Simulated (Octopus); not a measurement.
# BePd (Pm-3m) in Octopus: reference runs

Reference runs on BePd: the cell as given.

All numbers are computed with Octopus 16.4; they aren't measurements. Logs are shortened: lines on timing, memory, paths and dates and some standing lists are left out, and cuts for length are marked.

## Step 1: The structure

Symmetry: Pm-3m, No. 221, cubic system. Conventional cell: a = 2.813 Å, b = 2.813 Å, c = 2.813 Å, α = 90.00°, β = 90.00°, γ = 90.00°. Around Pd (site symmetry m-3m) lie 8 Be at 2.44 Å. Be (site symmetry m-3m) has 8 Pd at 2.44 Å as nearest neighbours.

## Step 2: Single point, PBEsol

The input, inp:

```
CalculationMode = gs
UnitsOutput = eV_Angstrom
PeriodicDimensions = 3
ExperimentalFeatures = yes
PseudopotentialSet = pseudodojo_pbesol
%LatticeParameters
 1*angstrom | 1*angstrom | 1*angstrom
%
%LatticeVectors
 2.813 | 0 | 0
 0 | 2.813 | 0
 0 | 0 | 2.813
%
%ReducedCoordinates
 "Pd" | 0.5 | 0.5 | 0.5
 "Be" | 0 | 0 | 0
%
%Spacing
 0.11252000*angstrom | 0.11252000*angstrom | 0.11252000*angstrom
%
DerivativesOrder = 8
%KPointsGrid
 9 | 9 | 9
%
KPointsUseSymmetries = yes
XCFunctional = gga_x_pbe_sol + gga_c_pbe_sol
SmearingFunction = fermi_dirac
Smearing = 0.05*eV
ExtraStates = 8
Eigensolver = chebyshev_filter
ConvRelDens = 3e-7
MaximumIter = 120
```

Potentials or basis: pseudodojo_pbesol (PseudoDojo 0.4, PBEsol).

Run with:

```
OMP_NUM_THREADS=1 octopus > out.log
```

out.log:

```text
Running octopus

[... 13 lines left out ...]

Input: [AllElectronType = no]
Input: [PseudopotentialSet = pseudodojo_pbesol]
Reading Coordinates from ReducedCoordinates block

****************************** Species *******************************
  Species 'Pd'
    type             : pseudopotential
    file             : 'Pd.upf'
    file format      : UPF2
    valence charge   : 18.0
    atomic number    :  46
    form on file     : kleinman-bylander
    lmax             : 2
    llocal           : -1
    projectors per l : 2
    total projectors : 6
    application form : kleinman-bylander
    orbitals         :  9
    bound orbitals   :  9

  Species 'Be'
    type             : pseudopotential
    file             : 'Be.upf'
    file format      : UPF2
    valence charge   : 4.0
    atomic number    :   4
    form on file     : kleinman-bylander
    lmax             : 1
    llocal           : -1
    projectors per l : 2
    total projectors : 4
    application form : kleinman-bylander
    orbitals         :  2
    bound orbitals   :  2

**********************************************************************

***************************** Symmetries *****************************
Space group No.  221
International: Pm-3m
Schoenflies: Oh^1
Info: The system has    48 symmorphic symmetries that can be used.
  Index                Rotation matrix                      Fractional translations
    1 :     1   0   0     0   1   0     0   0   1      0.000000    0.000000    0.000000
    2 :    -1   0   0     0  -1   0     0   0  -1      0.000000    0.000000    0.000000
    3 :     0   1   0    -1   0   0     0   0   1      0.000000    0.000000    0.000000
    4 :     0  -1   0     1   0   0     0   0  -1      0.000000    0.000000    0.000000
    5 :    -1   0   0     0  -1   0     0   0   1      0.000000    0.000000    0.000000
    6 :     1   0   0     0   1   0     0   0  -1      0.000000    0.000000    0.000000
[... 40 lines left out ...]
   47 :     1   0   0     0   0   1     0  -1   0      0.000000    0.000000    0.000000
   48 :    -1   0   0     0   0  -1     0   1   0      0.000000    0.000000    0.000000
Info: The system also has     0 nonsymmorphic symmetries (not used for electrons).
**********************************************************************

Input: [CurvMethod = curv_affine]
Input: [DerivativesStencil = stencil_star]

****************************** Lattice *******************************
  Lattice Vectors [A]
    2.813000    0.000000    0.000000
    0.000000    2.813000    0.000000
    0.000000    0.000000    2.813000
  Cell volume =            22.2592 [A^3]
  Reciprocal-Lattice Vectors [A^-1]
    2.233624    0.000000    0.000000
    0.000000    2.233624    0.000000
    0.000000    0.000000    2.233624
  Cell angles [degree]
    alpha =   90.000
    beta  =   90.000
    gamma =   90.000
**********************************************************************

Checking if the generated full k-point grid is symmetric

    35 k-points generated from parameters :
 ---------------------------------------------------
    n =    9    9    9

    s1  =  0.50  0.50  0.50

   index |      weight  |             coordinates              |
       1 |     0.001372 |    0.000000    0.000000    0.000000  |
       2 |     0.008230 |    0.111111    0.000000    0.000000  |
       3 |     0.016461 |    0.111111    0.111111    0.000000  |
       4 |     0.010974 |    0.111111    0.111111    0.111111  |
       5 |     0.008230 |    0.222222    0.000000    0.000000  |
       6 |     0.032922 |    0.222222    0.111111    0.000000  |
[... 27 lines left out ...]
      34 |     0.032922 |    0.444444    0.444444    0.333333  |
      35 |     0.010974 |    0.444444    0.444444    0.444444  |
[... 57 lines left out ...]
  Radii for localized parts:
    local part     =  1.2 A
    non-local part =  1.0 A
    orbitals       =  5.3 A

Input: [RelativisticCorrection = non_relativistic]
[... 11 lines left out ...]
      Block       2 contains       4 states:       5 -       8
      Block       3 contains       4 states:       9 -      12
      Block       4 contains       4 states:      13 -      16
      Block       5 contains       3 states:      17 -      19
Info: Ground-state allocation done.
Info: Could not find 'restart/gs' directory for restart.
[... 18 lines left out ...]
** Warning:
**   Cannot do LCAO for all states because there are not enough atomic orbitals.
**   Required: 19. Available: 11. 8 orbitals will be randomized.

Info: Unnormalized total charge =     21.999030
Info: Renormalized total charge =     22.000000

** Warning:
**   Symmetrization discrepancy ratio (scalar) =  4.22697E-05

Info: Setting up Hamiltonian.
Info: Performing initial LCAO calculation with     11 orbitals.
Info: Getting Hamiltonian matrix elements.

Eigenvalues [eV]
 #st  Spin   Eigenvalue      Occupation
#k =       1, k = (  0.000000,  0.000000,  0.000000)
   1   --   -93.765682       2.000000
   2   --   -74.006603       2.000000
   3   --   -39.909216       2.000000
   4   --   -39.909216       2.000000
   5   --   -39.909216       2.000000
   6   --    -2.357901       2.000000
   7   --     4.082048       0.000000
   8   --     4.082048       0.000000
   9   --     7.942423       0.000000
  10   --     7.942423       0.000000
  11   --     7.942423       0.000000
#k =       2, k = (  0.111111,  0.000000,  0.000000)
   1   --   -93.471430       2.000000
   2   --   -73.955455       2.000000
   3   --   -39.897908       2.000000
   4   --   -39.897908       2.000000
   5   --   -39.801523       2.000000
   6   --    -2.087441       2.000000
   7   --     4.324381       0.000000
   8   --     4.613793       0.000000
   9   --     8.187640       0.000000
  10   --     8.410546       0.000000
  11   --     8.410546       0.000000
[... 33 further k-points ...]
Fermi energy =     0.049897 eV
Generating random wavefunctions for states       12 and above
Orthogonalizing wavefunctions.
Info: Ground-state restart information will be written to 'restart/gs'.
Info: SCF using complex wavefunctions.
Info: Starting SCF iteration.

** Warning:
**   Symmetrization discrepancy ratio (scalar) =  2.26244E-02

*********************** SCF CYCLE ITER #    1 ************************
 etot  = -3.85932230E+03 abs_ev   =  3.54E+01 rel_ev   =  6.82E-02
 ediff =        1.42E+02 abs_dens =  3.17E+00 rel_dens =  1.44E-01
Matrix vector products: 875
Converged eigenvectors: 0

#  State  KPoint  Eigenvalue [eV]  Occupation    Error
      1       1      -93.766855    2.000000   ( 3.4E-08)
      1       2      -93.766808    2.000000   ( 3.1E-05)
      1       3      -93.766761    2.000000   ( 2.7E-05)
      1       4      -93.766715    2.000000   ( 5.2E-05)
      1       5      -93.766689    2.000000   ( 3.8E-05)
      1       6      -93.766643    2.000000   ( 4.1E-05)
      1       7      -93.766597    2.000000   ( 8.5E-05)
      1       9      -93.766554    2.000000   ( 5.2E-05)
[... 23 lines left out ...]
     19      15       33.317851    0.000000   ( 2.5E-01)
     19       1       33.396285    0.000000   ( 1.7E-01)
     19      30       34.294606    0.000000   ( 2.1E-01)
     19      28       35.200610    0.000000   ( 2.2E-01)
     19      18       35.681306    0.000000   ( 1.5E-01)
     19      33       35.864141    0.000000   ( 2.3E-01)
     19      34       37.167137    0.000000   ( 2.4E-01)
     19      35       38.525325    0.000000   ( 2.2E-01)

Density of states:

----------------------------%-----------------------------------------
----------------------------%-----------------------------------------
----------------------------%-----------------------------------------
----------------------------%-----------------------------------------
----------------------------%-----------------------%-----------------
----------------------------%----------------------%%-----------------
----------------------------%----------------------%%%---%------------
%---------%-----------------%---------------------%%%%%-%%---%--------
%---------%-----------------%---------------------%%%%%-%%%--%%%%-----
%---------%-----------------%--------------------%%%%%%%%%%%%%%%%%%---
                                                      ^

Fermi energy =     9.419430 eV

**********************************************************************

*********************** SCF CYCLE ITER #    2 ************************
 etot  = -4.08188274E+03 abs_ev   =  5.74E+01 rel_ev   =  9.97E-02
 ediff =        8.18E+00 abs_dens =  2.40E+00 rel_dens =  1.09E-01
Matrix vector products: 875
Converged eigenvectors: 0
[... 163 lines left out ...]
*********************** SCF CYCLE ITER #   16 ************************
 etot  = -4.04877705E+03 abs_ev   =  1.01E-04 rel_ev   =  1.78E-07
 ediff =        1.17E-05 abs_dens =  2.76E-06 rel_dens =  1.25E-07
Matrix vector products: 875
Converged eigenvectors: 35

#  State  KPoint  Eigenvalue [eV]  Occupation    Error
      1       1      -92.391953    2.000000   ( 2.2E-09)
      1       2      -92.391903    2.000000   ( 2.3E-09)
      1       3      -92.391854    2.000000   ( 2.3E-09)
      1       4      -92.391805    2.000000   ( 2.4E-09)
      1       5      -92.391778    2.000000   ( 2.4E-09)
      1       6      -92.391729    2.000000   ( 2.4E-09)
      1       7      -92.391681    2.000000   ( 2.4E-09)
      1       9      -92.391635    2.000000   ( 2.5E-09)
[... 23 lines left out ...]
     19       2       30.314954    0.000000   ( 3.2E-02)
     19      33       30.792587    0.000000   ( 3.6E-02)
     19      28       30.930014    0.000000   ( 1.1E-02)
     18       1       30.974045    0.000000   ( 1.6E-02)
     19       1       31.392887    0.000000   ( 3.1E-02)
     19      32       31.661109    0.000000   ( 1.2E-02)
     19      34       33.848653    0.000000   ( 2.3E-02)
     19      35       37.383837    0.000000   ( 2.1E-02)

Density of states:

--------------------------%-------------------------------------------
--------------------------%-------------------------------------------
--------------------------%-------------------------------------------
--------------------------%-----------------------%%------------------
--------------------------%-----------------------%%------------------
--------------------------%-----------------------%%------------------
--------------------------%-----------------------%%%-----------------
%-------%-----------------%-----------------------%%%---%%%--%%-------
%-------%-----------------%----------------------%%%%%%-%%%-%%%%%-----
%-------%-----------------%----------------------%%%%%%%%%%%%%%%%%----
                                                     ^

Fermi energy =     7.348299 eV

**********************************************************************

Info: SCF converged in   16 iterations

** Warning:
**   Some of the states are not fully converged!

Info: Number of matrix-vector products:      14000
Info: Finished writing information to 'restart/gs'.

Octopus emitted 20 warnings.
```

Run time: 2.1 min. Hardware: 1 thread of Intel Xeon 6975P-C (Granite Rapids), shared host; peak memory 0.62 GiB.

What came out:

| Quantity | Value |
| --- | --- |
| Free energy | -4048.7843 eV |
| Band gap on the k mesh | none (metal or under the smearing width) |
